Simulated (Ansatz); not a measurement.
**C₂H₈GeS: small, medium and large basis sets**

Aim: see how fast density functionals converge with the basis set for C₂H₈GeS.

Program: Ansatz 0.2.0, Gaussian basis. Level of theory: one geometry, several basis sets. These are calculated values, not measurements.

Plan: PBE0-D4/def2-SVP; ωB97M-V/def2-SVP; PBE0-D4/def2-QZVPP; ωB97M-V/def2-QZVPP; the functionals' def2-TZVPP values are taken from earlier runs.

## (1) Structure used throughout

The geometry comes from an earlier relaxation with PBE0-D4 in a triple-zeta def2 set; it is a stationary point, not always the lowest conformer.

SMILES `C[S][GeH2][CH3]`, 12 atoms, charge 0, spin multiplicity 1.

Atoms are counted from 1 here; the program's logs count them from 0.

Bond lengths: C1–S2 1.813 Å, C1–H5 1.090 Å, C1–H6 1.091 Å, C1–H7 1.090 Å, S2–Ge3 2.219 Å, Ge3–C4 1.952 Å, Ge3–H8 1.538 Å, Ge3–H9 1.544 Å, C4–H10 1.092 Å, C4–H11 1.090 Å, C4–H12 1.091 Å. Angles: S2–C1–H5 106.8°, S2–C1–H6 111.2°, S2–C1–H7 111.7°, H5–C1–H6 108.6°, H5–C1–H7 108.5°, H6–C1–H7 109.9°, C1–S2–Ge3 99.5°, S2–Ge3–C4 111.2°, S2–Ge3–H8 105.3°, S2–Ge3–H9 108.5°, C4–Ge3–H8 111.4°, C4–Ge3–H9 110.1°, H8–Ge3–H9 110.2°, Ge3–C4–H10 110.1°, Ge3–C4–H11 109.8°, Ge3–C4–H12 110.5°, H10–C4–H11 109.1°, H10–C4–H12 108.5° and more.

## (2) PBE0-D4 in def2-SVP

Input file in.yaml:

```yaml
crystal:
  periodic: [false, false, false]
  atoms:
    - {symbol: C, position_ang: [0.404158, 2.019475, 0.261878]}
    - {symbol: S, position_ang: [-0.755003, 1.368297, -0.971437]}
    - {symbol: Ge, position_ang: [-1.062565, -0.668569, -0.146857]}
    - {symbol: C, position_ang: [0.582889, -1.715349, -0.219142]}
    - {symbol: H, position_ang: [0.598587, 3.058032, -0.005994]}
    - {symbol: H, position_ang: [-0.027715, 1.992676, 1.263081]}
    - {symbol: H, position_ang: [1.349436, 1.476509, 0.251643]}
    - {symbol: H, position_ang: [-2.165334, -1.295653, -1.015522]}
    - {symbol: H, position_ang: [-1.543136, -0.538092, 1.314331]}
    - {symbol: H, position_ang: [0.406101, -2.718145, 0.174290]}
    - {symbol: H, position_ang: [0.926972, -1.792417, -1.250703]}
    - {symbol: H, position_ang: [1.362610, -1.241864, 0.378633]}
basis:
  gaussian: {orbitals: def2-SVP}
hamiltonian: {xc: pbe0, dispersion: d4}
output: {orbitals: {seedname: orbitals}}
```

After this run come: ωB97M-V in def2-SVP; PBE0-D4 in def2-QZVPP; ωB97M-V in def2-QZVPP.

**Question.** What will the summary of the whole plan be? Wanted: PBE0-D4: double and triple zeta above quadruple; ωB97M-V: double and triple zeta above quadruple.

**Answer**, as computed:

| quantity | value |
| --- | --- |
| PBE0-D4: double and triple zeta above quadruple | 15.06, 1.68 eV |
| ωB97M-V: double and triple zeta above quadruple | 15.16, 1.64 eV |

In words: For PBE0-D4 the step from double to triple zeta gains 13.38 eV and the next only 1.68 eV. Total energies overstate the basis error of differences, where much of it tends to cancel. The LUMO of ωB97M-V is positive and keeps falling with the basis (2.81 to 1.60 eV): an unbound level that the basis holds in place.
